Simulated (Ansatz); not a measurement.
# Ir: the cost of one run

Computed with Ansatz 0.2.0 (DFT r2SCAN, scalar-relativistic, plane waves, PAW, unless a step's input says otherwise).

This is Ir in the hcp structure; at room conditions it is fcc.

2 further runs of the same task are left out: 2 set aside as unsound or not needed.

**1. The structure to begin with**

It takes space group P6_3/mmc (No. 194, hexagonal). The conventional cell has a = 2.729 Å, b = 2.729 Å, c = 4.422 Å, α = 90.00°, β = 90.00°, γ = 120.00°. Around Ir (site symmetry -6m2) lie 12 Ir at 2.71 to 2.73 Å.

Structure file:

```cif
data_structure
_symmetry_space_group_name_H-M 'P 1'
_symmetry_Int_Tables_number 1
_cell_length_a 2.7293
_cell_length_b 2.7293
_cell_length_c 4.4217
_cell_angle_alpha 90.000
_cell_angle_beta 90.000
_cell_angle_gamma 120.000
_cell_volume 28.52
loop_
_atom_site_label
_atom_site_type_symbol
_atom_site_fract_x
_atom_site_fract_y
_atom_site_fract_z
_atom_site_occupancy
Ir1 Ir 0.66667 0.33333 0.75000 1
Ir2 Ir 0.33333 0.66667 0.25000 1
```

It goes back to an entry of the Materials Project, which need not be the stable form.

It is the result of an earlier relaxation at this level (volume 14.26 Å³/atom; gap on the mesh: none (metal)).

**2. The undisturbed cell**

Input file input.yaml:

```yaml
crystal:
  lattice:
    - [2.7292665793, 0.0, 0.0]
    - [-1.3646332897, 2.3636141914, 0.0]
    - [0.0, 0.0, 4.4217407521]
  atoms:
    - { symbol: Ir, position: [0.6666666667, 0.3333333333, 0.75] }
    - { symbol: Ir, position: [0.3333333333, 0.6666666667, 0.25] }
basis:
  ecutwfc: 500
kpoints:
  mp_grid: { grid: [12, 12, 8] }
hamiltonian:
  xc: r2scan
scf:
  occupations: { method: gaussian, width: 0.15 }
output:
  forces: true
  stress: true
  eigenvalues: true
  write_density: true
  write_potential: true
  elf: true
  volumetric_format: npy
```

Command:

```sh
> ansatz run input.yaml --threads 1 --pin off --max-ram 2560MiB --backend cpu --events-out ev --progress --plain --runs-dir out
```

Q: Estimate wall time and peak memory on 1 thread of Intel Xeon at 2.50GHz (Skylake/Cascade Lake), shared host.

About 15 s, with a peak of 0.42 GiB.
